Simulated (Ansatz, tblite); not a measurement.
**Sn(N(SiH3)2)2 (H12N2Si4Sn): one state, many levels**

How do method and basis change the picture of Sn(N(SiH3)2)2 (H12N2Si4Sn) (singlet)?

The runs use Ansatz 0.2.0, Gaussian basis; as each input shows.

The runs, in order: GFN1-xTB, GFN2-xTB, PBE-D4/def2-TZVP, r2SCAN-D4/def2-TZVP, B3LYP-D4/def2-TZVP, LC-ωPBE/def2-TZVP, revPBE-D4/def2-TZVP, PBE+10HF/def2-SVP, PBE+15HF/def2-SVP, PBE+40HF/def2-SVP, PBE-D4/def2-SVP, PBE0-D4/def2-SVP, CCSD(T)/def2-SVP, MP2/def2-TZVP, RPA/def2-TZVP.

2 further runs of the same task are left out: 2 set aside as unsound or not needed.

## Step 1: The structure

The singlet was relaxed beforehand with r2SCAN-D4/def2-SVP.

19 atoms, charge 0, spin multiplicity 1.

Bond lengths: Sn1–N2 2.083 Å, Sn1–N11 2.134 Å, N2–Si3 1.754 Å, N2–Si4 1.763 Å, Si3–H5 1.496 Å, Si3–H6 1.498 Å, Si3–H7 1.496 Å, Si4–H8 1.499 Å, Si4–H9 1.493 Å, Si4–H10 1.493 Å, N11–Si12 1.741 Å, N11–Si13 1.741 Å, Si12–H14 1.500 Å, Si12–H15 1.503 Å, Si12–H16 1.496 Å, Si13–H17 1.496 Å, Si13–H18 1.505 Å, Si13–H19 1.499 Å. Angles: N2–Sn1–N11 93.0°, Sn1–N2–Si3 119.3°, Sn1–N2–Si4 120.9°, Si3–N2–Si4 119.8°, N2–Si3–H5 112.2°, N2–Si3–H6 107.4°, N2–Si3–H7 112.2°, H5–Si3–H6 108.4°, H5–Si3–H7 108.0°, H6–Si3–H7 108.5°, N2–Si4–H8 106.8°, N2–Si4–H9 112.5°, N2–Si4–H10 112.5°, H8–Si4–H9 107.8°, H8–Si4–H10 107.7°, H9–Si4–H10 109.2°, Sn1–N11–Si12 117.8°, Sn1–N11–Si13 116.2° and more.

Coordinates:

```
Sn   -0.31389    1.06319   -1.53834
N     1.42335    0.52368   -0.52252
Si    2.97175    1.11540   -1.09622
Si    1.35552   -0.52250    0.89473
H     3.66715    1.96113   -0.07718
H     2.70890    1.95476   -2.30907
H     3.89520    0.00329   -1.48003
H     2.76800   -0.72015    1.35548
H     0.78344   -1.86625    0.58586
H     0.59183    0.08972    2.02194
N    -1.56957   -0.01871   -0.19477
Si   -2.26043    0.85003    1.14669
Si   -2.06596   -1.60375   -0.71503
H    -3.71734    1.15280    0.96134
H    -1.53607    2.16339    1.24521
H    -2.11480    0.12112    2.44462
H    -1.84564   -2.65433    0.32687
H    -1.23523   -1.94405   -1.92270
H    -3.50623   -1.66875   -1.12689
```

Sn takes a core potential in the def2 sets. No spin-orbit coupling is included.

PBE0-D4/def2-TZVP was run before; its log isn't repeated, and its numbers join the tables.

## Step 2: GFN1-xTB

Tight binding, by tblite at 300 K electronic temperature and without a spin-polarisation term:

```python
tblite.interface.Calculator('GFN1-xTB', numbers, positions, charge=0, uhf=0).singlepoint()
```

Energy -623.9903 eV, HOMO -10.84 eV, LUMO -7.95 eV; 0.029 s.

## Step 3: GFN2-xTB

Tight binding, by tblite at 300 K electronic temperature and without a spin-polarisation term:

```python
tblite.interface.Calculator('GFN2-xTB', numbers, positions, charge=0, uhf=0).singlepoint()
```

Energy -574.1281 eV, HOMO -9.68 eV, LUMO -7.08 eV; 0.025 s.

## Step 4: PBE-D4/def2-TZVP

start.molden holds the orbitals of an earlier run on this state, given as this run's starting guess.

File in.yaml:

```yaml
crystal:
  periodic: [false, false, false]
  atoms:
    - {symbol: Sn, position_ang: [-0.313891, 1.063188, -1.538339]}
    - {symbol: N, position_ang: [1.423355, 0.523684, -0.522523]}
    - {symbol: Si, position_ang: [2.971747, 1.115401, -1.096218]}
    - {symbol: Si, position_ang: [1.355518, -0.522495, 0.894730]}
    - {symbol: H, position_ang: [3.667145, 1.961126, -0.077179]}
    - {symbol: H, position_ang: [2.708898, 1.954764, -2.309069]}
    - {symbol: H, position_ang: [3.895197, 0.003293, -1.480031]}
    - {symbol: H, position_ang: [2.767998, -0.720149, 1.355477]}
    - {symbol: H, position_ang: [0.783442, -1.866250, 0.585865]}
    - {symbol: H, position_ang: [0.591830, 0.089715, 2.021942]}
    - {symbol: N, position_ang: [-1.569567, -0.018713, -0.194772]}
    - {symbol: Si, position_ang: [-2.260429, 0.850035, 1.146694]}
    - {symbol: Si, position_ang: [-2.065958, -1.603754, -0.715025]}
    - {symbol: H, position_ang: [-3.717337, 1.152802, 0.961342]}
    - {symbol: H, position_ang: [-1.536074, 2.163387, 1.245206]}
    - {symbol: H, position_ang: [-2.114796, 0.121118, 2.444620]}
    - {symbol: H, position_ang: [-1.845639, -2.654325, 0.326874]}
    - {symbol: H, position_ang: [-1.235227, -1.944053, -1.922697]}
    - {symbol: H, position_ang: [-3.506231, -1.668755, -1.126887]}
basis:
  gaussian: {orbitals: def2-TZVP, initial_orbitals: start.molden}
hamiltonian: {xc: pbe, dispersion: d4}
scf: {omitted_lower_state_checks: [starts]}
output: {orbitals: {seedname: orbitals}}
```

Run with:

```
> ansatz run in.yaml --threads 4 --pin off --events-out ev --progress --plain --max-ram 4787MiB
```

Further steps of the session: r2SCAN-D4/def2-TZVP; B3LYP-D4/def2-TZVP; LC-ωPBE/def2-TZVP; revPBE-D4/def2-TZVP; PBE+10HF/def2-SVP; PBE+15HF/def2-SVP; PBE+40HF/def2-SVP; PBE-D4/def2-SVP; PBE0-D4/def2-SVP; CCSD(T)/def2-SVP; MP2/def2-TZVP; RPA/def2-TZVP.

Q: Predict the results of all the runs planned. Wanted: gap in def2-TZVP, named functionals, smallest and largest; gap over the share of exact exchange; correlation energy, CCSD(T)/def2-SVP; correlation energy, MP2/def2-TZVP; binding an atom, CCSD(T)/def2-SVP; PBE0 total energy, smallest basis above largest.

As calculated:

```
                                                 quantity                                value
gap in def2-TZVP, named functionals, smallest and largest  2.66 eV (PBE-D4), 8.98 eV (LC-ωPBE)
                     gap over the share of exact exchange         2.61 eV at 0, 5.59 eV at 0.4
                     correlation energy, CCSD(T)/def2-SVP                            -26.43 eV
                        correlation energy, MP2/def2-TZVP                            -32.89 eV
                        binding an atom, CCSD(T)/def2-SVP                             2.979 eV
          PBE0 total energy, smallest basis above largest       15.06 eV (def2-SVP, def2-TZVP)
```

In words: Orbital gaps of the named functionals in def2-TZVP span 2.66 eV (PBE-D4) to 8.98 eV (LC-ωPBE); exact exchange widens it. Raising the share of exact exchange from 0 to 0.4 moves the HOMO by -1.92 eV and the LUMO by +1.06 eV. The functionals in def2-TZVP miss CCSD(T)/def2-SVP by +0.183 (revPBE-D4) to +0.262 eV (B3LYP-D4) an atom. The yardstick is in a double-zeta basis, so levels in larger sets aren't compared like for like. The reference is CCSD(T) in one finite basis, so it carries an error of its own, often a tenth of an eV or more, and near misses can't be ranked.
